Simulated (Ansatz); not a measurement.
# YCl₃: basis-set convergence

How large a basis does YCl₃ need? Two functionals are run in growing sets.

Method: one geometry, several basis sets; program: Ansatz 0.2.0, Gaussian basis.

The runs, in order: PBE0-D4/def2-SVP; ωB97M-V/def2-SVP; PBE0-D4/def2-QZVPP; ωB97M-V/def2-QZVPP; the functionals' def2-TZVPP values are taken from earlier runs.

## 1. The geometry

All runs share one geometry, relaxed beforehand with PBE0-D4 in a triple-zeta def2 set. Y takes the def2 core potential; no spin-orbit term is included.

SMILES `[Cl][Y]([Cl])[Cl]`, 4 atoms, charge 0, spin multiplicity 1.

Atoms are counted from 1 here; the program's logs count them from 0.

Bond lengths: Cl1–Y2 2.434 Å, Y2–Cl3 2.434 Å, Y2–Cl4 2.434 Å. Angles: Cl1–Y2–Cl3 120.0°, Cl1–Y2–Cl4 120.0°, Cl3–Y2–Cl4 120.0°.

## 2. PBE0-D4 in def2-SVP

File in.yaml:

```yaml
crystal:
  periodic: [false, false, false]
  atoms:
    - {symbol: Cl, position_ang: [-1.744804, -0.674335, 1.543306]}
    - {symbol: Y, position_ang: [0.013719, -0.015064, -0.004859]}
    - {symbol: Cl, position_ang: [2.281342, -0.843519, 0.304115]}
    - {symbol: Cl, position_ang: [-0.494757, 1.472618, -1.862862]}
basis:
  gaussian: {orbitals: def2-SVP}
hamiltonian: {xc: pbe0, dispersion: d4}
output: {orbitals: {seedname: orbitals}}
```

On the command line:

```console
$ ansatz run in.yaml --threads 4 --pin off --events-out ev --progress --plain --max-ram 10444MiB
```

After this run come: ωB97M-V in def2-SVP; PBE0-D4 in def2-QZVPP; ωB97M-V in def2-QZVPP.

Q: Predict the results of all the runs planned. Wanted: PBE0-D4: double and triple zeta above quadruple; ωB97M-V: double and triple zeta above quadruple.

The runs gave:

```
                                       quantity           value
PBE0-D4: double and triple zeta above quadruple  14.10, 1.17 eV
ωB97M-V: double and triple zeta above quadruple  13.88, 1.11 eV
```

For PBE0-D4 the step from double to triple zeta gains 12.93 eV and the next only 1.17 eV. These are total energies; as a rule much of such shifts cancels in differences, which this series doesn't test.
